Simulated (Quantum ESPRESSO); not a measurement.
# Pt (Fm-3m) in Quantum ESPRESSO: further runs

One crystal, Pt, is run at these levels: LDA; tasks: single point, equation of state.

Program: Quantum ESPRESSO 7.5. These are calculated values, not measurements. Logs are shortened: lines on timing, memory, paths and dates and some standing lists are left out, and cuts for length are marked.

**1. The structure**

Symmetry: Fm-3m, No. 225, cubic system. The conventional cell has a = 3.940 Å, b = 3.940 Å, c = 3.940 Å, α = 90.00°, β = 90.00°, γ = 90.00°. Around Pt (site symmetry m-3m) lie 12 Pt at 2.79 Å.

The cell was built by a generator and needn't be a form met in nature.

**2. Single point, LDA, 14.37 Å³/atom**

pw.in reads:

```
&CONTROL
  calculation = 'scf'
  prefix = 'pwscf'
  outdir = './tmp'
  pseudo_dir = './pseudo'
  tprnfor = .true.
  tstress = .true.
  disk_io = 'nowf'
/
&SYSTEM
  ibrav = 0
  nat = 1
  ntyp = 1
  ecutwfc = 45
  ecutrho = 360
  nbnd = 14
  occupations = 'smearing'
  smearing = 'mp'
  degauss = 0.01469973
/
&ELECTRONS
  conv_thr = 2d-10
  electron_maxstep = 120
  mixing_beta = 0.5
/
ATOMIC_SPECIES
Pt   195.0840 pt_lda_v1.4.uspp.F.UPF
CELL_PARAMETERS angstrom
   0.0000000000    1.9297846342    1.9297846342
   1.9297846342    0.0000000000    1.9297846342
   1.9297846342    1.9297846342    0.0000000000
ATOMIC_POSITIONS crystal
Pt     0.0000000000    0.0000000000    0.0000000000
K_POINTS automatic
20 20 20 0 0 0
```

Potentials or basis: GBRV 1.5 LDA.

Launch:

```console
$ OMP_NUM_THREADS=1 pw.x -in pw.in > pw.out
```

pw.out:

```text
This program is part of the open-source Quantum ESPRESSO suite
     for quantum simulation of materials; please cite
[... 9 lines left out ...]
     --------------------
     sticks:   dense  smooth     PW     G-vecs:    dense   smooth      PW
     Sum         661     313    121                11191     3839     821

     Using Slab Decomposition

     bravais-lattice index     =            0
     lattice parameter (alat)  =       5.1573  a.u.
     unit-cell volume          =      96.9958 (a.u.)^3
     number of atoms/cell      =            1
     number of atomic types    =            1
     number of electrons       =        16.00
     number of Kohn-Sham states=           14
     kinetic-energy cutoff     =      45.0000  Ry
     charge density cutoff     =     360.0000  Ry
     scf convergence threshold =      2.0E-10
     mixing beta               =       0.5000
     number of iterations used =            8  plain     mixing
     Exchange-correlation=  SLA  PZ   NOGX NOGC
                           (   1   1   0   0   0   0   0)

     celldm(1)=   5.157304  celldm(2)=   0.000000  celldm(3)=   0.000000
     celldm(4)=   0.000000  celldm(5)=   0.000000  celldm(6)=   0.000000

     crystal axes: (cart. coord. in units of alat)
               a(1) = (   0.000000   0.707107   0.707107 )
               a(2) = (   0.707107   0.000000   0.707107 )
               a(3) = (   0.707107   0.707107   0.000000 )

     reciprocal axes: (cart. coord. in units 2 pi/alat)
               b(1) = ( -0.707107  0.707107  0.707107 )
               b(2) = (  0.707107 -0.707107  0.707107 )
               b(3) = (  0.707107  0.707107 -0.707107 )

     PseudoPot. # 1 for Pt read from file:
     pt_lda_v1.4.uspp.F.UPF
     Pseudo is Ultrasoft + core correction, Zval = 16.0
     Generated by new atomic code, or converted to UPF format
     Using radial grid of  985 points,  6 beta functions with:
                l(1) =   0
                l(2) =   0
                l(3) =   1
                l(4) =   1
                l(5) =   2
                l(6) =   2
     Q(r) pseudized with  8 coefficients,  rinner =    1.300   1.300   1.300
                                                       1.300   1.300

     atomic species   valence    mass     pseudopotential
     Pt               16.00   195.08400     Pt( 1.00)

     48 Sym. Ops., with inversion, found

   Cartesian axes

     site n.     atom                  positions (alat units)
         1        Pt     tau(   1) = (   0.0000000   0.0000000   0.0000000  )

     number of k points=   256  Methfessel-Paxton smearing, width (Ry)=  0.0147

     Number of k-points >= 100: set verbosity='high' to print them.

     Dense  grid:    11191 G-vectors     FFT dimensions: (  32,  32,  32)

     Smooth grid:     3839 G-vectors     FFT dimensions: (  24,  24,  24)

     Initial potential from superposition of free atoms

     starting charge      15.5000, renormalised to      16.0000

     negative rho (up, down):  1.821E-01 0.000E+00
     Starting wfcs are   12 randomized atomic wfcs +    2 random wfcs

     Self-consistent Calculation

     iteration #  1     ecut=    45.00 Ry     beta= 0.50
     Davidson diagonalization with overlap
     ethr =  1.00E-02,  avg # of iterations =  4.2

     negative rho (up, down):  1.702E-01 0.000E+00

     total energy              =    -210.64241699 Ry
     estimated scf accuracy    <       0.71789668 Ry

     iteration #  2     ecut=    45.00 Ry     beta= 0.50
     Davidson diagonalization with overlap
     ethr =  4.49E-03,  avg # of iterations =  2.0

     negative rho (up, down):  1.707E-01 0.000E+00

     total energy              =    -210.80371207 Ry
     estimated scf accuracy    <       0.00617969 Ry

     iteration #  3     ecut=    45.00 Ry     beta= 0.50
     Davidson diagonalization with overlap
     ethr =  3.86E-05,  avg # of iterations =  3.4

     negative rho (up, down):  1.699E-01 0.000E+00

     total energy              =    -210.80458422 Ry
     estimated scf accuracy    <       0.00062612 Ry

     iteration #  4     ecut=    45.00 Ry     beta= 0.50
     Davidson diagonalization with overlap
     ethr =  3.91E-06,  avg # of iterations =  4.0

     negative rho (up, down):  1.699E-01 0.000E+00

     total energy              =    -210.80462894 Ry
     estimated scf accuracy    <       0.00000819 Ry

     iteration #  5     ecut=    45.00 Ry     beta= 0.50
     Davidson diagonalization with overlap
     ethr =  5.12E-08,  avg # of iterations =  2.4

     negative rho (up, down):  1.699E-01 0.000E+00

     total energy              =    -210.80463190 Ry
     estimated scf accuracy    <       0.00000057 Ry

     iteration #  6     ecut=    45.00 Ry     beta= 0.50
     Davidson diagonalization with overlap
     ethr =  3.56E-09,  avg # of iterations =  2.1

     negative rho (up, down):  1.699E-01 0.000E+00

     total energy              =    -210.80463202 Ry
     estimated scf accuracy    <          4.5E-10 Ry

     iteration #  7     ecut=    45.00 Ry     beta= 0.50
     Davidson diagonalization with overlap
     ethr =  2.80E-12,  avg # of iterations =  4.3

     negative rho (up, down):  1.699E-01 0.000E+00

     total energy              =    -210.80463202 Ry
     estimated scf accuracy    <          3.7E-10 Ry

     iteration #  8     ecut=    45.00 Ry     beta= 0.50
     Davidson diagonalization with overlap
     ethr =  2.34E-12,  avg # of iterations =  1.6

     negative rho (up, down):  1.699E-01 0.000E+00

     End of self-consistent calculation

     Number of k-points >= 100: set verbosity='high' to print the bands.

     the Fermi energy is    23.7210 ev

!    total energy              =    -210.80463203 Ry
     estimated scf accuracy    <          5.4E-12 Ry
     smearing contrib. (-TS)   =      -0.00005228 Ry
     internal energy E=F+TS    =    -210.80457974 Ry

     The total energy is F=E-TS. E is the sum of the following terms:
     one-electron contribution =     -16.43015822 Ry
     hartree contribution      =      23.40823563 Ry
     xc contribution           =     -56.85579844 Ry
     ewald contribution        =    -160.92685871 Ry

     convergence has been achieved in   8 iterations

     negative rho (up, down):  1.699E-01 0.000E+00

     Forces acting on atoms (cartesian axes, Ry/au):

     atom    1 type  1   force =     0.00000000    0.00000000    0.00000000

     Total force =     0.000000     Total SCF correction =     0.000000

     Computing stress (Cartesian axis) and pressure

     negative rho (up, down):  1.699E-01 0.000E+00
          total   stress  (Ry/bohr**3)                   (kbar)     P=       76.43
   0.00051955  -0.00000000  -0.00000000           76.43       -0.00       -0.00
  -0.00000000   0.00051955  -0.00000000           -0.00       76.43       -0.00
  -0.00000000  -0.00000000   0.00051955           -0.00       -0.00       76.43

=------------------------------------------------------------------------------=
   JOB DONE.
=------------------------------------------------------------------------------=
```

Run time: 32 s. Hardware: 1 thread of AMD EPYC 7R43 (Zen 3), shared host; peak memory 0.08 GiB.

What came out:

```yaml
Free_energy: -2868.1431 eV
Pressure: 7.6 GPa
Band_gap_on_the_k_mesh: none (metal or under the smearing width)
```

**3. Single point, LDA, 14.68 Å³/atom**

Edit pw.in of step 2 so:

```diff
@@ -28,5 +28,5 @@
 CELL_PARAMETERS angstrom
-   0.0000000000    1.9297846342    1.9297846342
-   1.9297846342    0.0000000000    1.9297846342
-   1.9297846342    1.9297846342    0.0000000000
+   0.0000000000    1.9433751146    1.9433751146
+   1.9433751146    0.0000000000    1.9433751146
+   1.9433751146    1.9433751146    0.0000000000
 ATOMIC_POSITIONS crystal
```

Potentials or basis: GBRV 1.5 LDA.

Launch:

```console
$ OMP_NUM_THREADS=1 pw.x -in pw.in > pw.out
```

It took 28 s on 1 thread of AMD EPYC 7R43 (Zen 3), shared host; peak memory 0.09 GiB.

Results (log left out):

| Property | Result |
| --- | --- |
| Free energy | -2868.1521 eV |
| Pressure | 0.6 GPa |
| Band gap on the k mesh | none (metal or under the smearing width) |

**4. Single point, LDA, 14.98 Å³/atom**

Edit pw.in of step 3 so:

```diff
@@ -28,5 +28,5 @@
 CELL_PARAMETERS angstrom
-   0.0000000000    1.9433751146    1.9433751146
-   1.9433751146    0.0000000000    1.9433751146
-   1.9433751146    1.9433751146    0.0000000000
+   0.0000000000    1.9567781251    1.9567781251
+   1.9567781251    0.0000000000    1.9567781251
+   1.9567781251    1.9567781251    0.0000000000
 ATOMIC_POSITIONS crystal
```

Launch:

```console
$ OMP_NUM_THREADS=1 pw.x -in pw.in > pw.out
```

Run time: 26 s. Hardware: 1 thread of AMD EPYC 7R43 (Zen 3), shared host; peak memory 0.09 GiB.

It converged, with:

| Property | Result |
| --- | --- |
| Free energy | -2868.1485 eV |
| Pressure | -5.5 GPa |
| Band gap on the k mesh | none (metal or under the smearing width) |

**5. Single point, LDA, 15.29 Å³/atom**

Edit pw.in of step 4 so:

```diff
@@ -28,5 +28,5 @@
 CELL_PARAMETERS angstrom
-   0.0000000000    1.9567781251    1.9567781251
-   1.9567781251    0.0000000000    1.9567781251
-   1.9567781251    1.9567781251    0.0000000000
+   0.0000000000    1.9700000000    1.9700000000
+   1.9700000000    0.0000000000    1.9700000000
+   1.9700000000    1.9700000000    0.0000000000
 ATOMIC_POSITIONS crystal
```

Launch:

```console
$ OMP_NUM_THREADS=1 pw.x -in pw.in > pw.out
```

Run time: 33 s. Hardware: 1 thread of AMD EPYC 7R43 (Zen 3), shared host; peak memory 0.09 GiB.

Results (log left out):

- Free energy: -2868.1340 eV
- Pressure: -10.9 GPa
- Band gap on the k mesh: none (metal or under the smearing width)

**6. Single point, LDA, 15.60 Å³/atom**

Edit pw.in of step 5 so:

```diff
@@ -28,5 +28,5 @@
 CELL_PARAMETERS angstrom
-   0.0000000000    1.9700000000    1.9700000000
-   1.9700000000    0.0000000000    1.9700000000
-   1.9700000000    1.9700000000    0.0000000000
+   0.0000000000    1.9830467378    1.9830467378
+   1.9830467378    0.0000000000    1.9830467378
+   1.9830467378    1.9830467378    0.0000000000
 ATOMIC_POSITIONS crystal
```

Potentials or basis: GBRV 1.5 LDA.

Launch:

```console
$ OMP_NUM_THREADS=1 pw.x -in pw.in > pw.out
```

Run time: 36 s. Hardware: 1 thread of AMD EPYC 7R43 (Zen 3), shared host; peak memory 0.09 GiB.

It converged, with:

* Free energy: -2868.1096 eV
* Pressure: -15.7 GPa
* Band gap on the k mesh: none (metal or under the smearing width)

**7. Single point, LDA, 15.90 Å³/atom**

Edit pw.in of step 6 so:

```diff
@@ -28,5 +28,5 @@
 CELL_PARAMETERS angstrom
-   0.0000000000    1.9830467378    1.9830467378
-   1.9830467378    0.0000000000    1.9830467378
-   1.9830467378    1.9830467378    0.0000000000
+   0.0000000000    1.9959240255    1.9959240255
+   1.9959240255    0.0000000000    1.9959240255
+   1.9959240255    1.9959240255    0.0000000000
 ATOMIC_POSITIONS crystal
```

Launch:

```console
$ OMP_NUM_THREADS=1 pw.x -in pw.in > pw.out
```

It took 43 s on 1 thread of AMD EPYC 7R43 (Zen 3), shared host; peak memory 0.1 GiB.

Results (log left out):

- Free energy: -2868.0768 eV
- Pressure: -19.8 GPa
- Band gap on the k mesh: none (metal or under the smearing width)

**8. Single point, LDA, 16.21 Å³/atom**

Edit pw.in of step 7 so:

```diff
@@ -28,5 +28,5 @@
 CELL_PARAMETERS angstrom
-   0.0000000000    1.9959240255    1.9959240255
-   1.9959240255    0.0000000000    1.9959240255
-   1.9959240255    1.9959240255    0.0000000000
+   0.0000000000    2.0086372602    2.0086372602
+   2.0086372602    0.0000000000    2.0086372602
+   2.0086372602    2.0086372602    0.0000000000
 ATOMIC_POSITIONS crystal
```

Launch:

```console
$ OMP_NUM_THREADS=1 pw.x -in pw.in > pw.out
```

It took 32 s on 1 thread of AMD EPYC 7R43 (Zen 3), shared host; peak memory 0.11 GiB.

It converged, with:

```
Free energy            : -2868.0367 eV
Pressure               : -23.4 GPa
Band gap on the k mesh : none (metal or under the smearing width)
```

**9. Equation of state, LDA**

Potentials or basis: GBRV 1.5 LDA.

No new run: the results of the series are fitted here.

What came out:

| Item | Value |
| --- | --- |
| Equilibrium volume | 14.74 Å³/atom |
| Bulk modulus | 310 GPa |
| Pressure derivative of the bulk modulus | 5.4 |

Energy against volume, from the lowest point:
| volume (Å³/atom) | energy (meV/atom) |
| --- | --- |
| 14.373 | 8.96 |
| 14.679 | 0.00 |
| 14.985 | 3.57 |
| 15.291 | 18.14 |
| 15.597 | 42.53 |
| 15.902 | 75.33 |
| 16.208 | 115.43 |
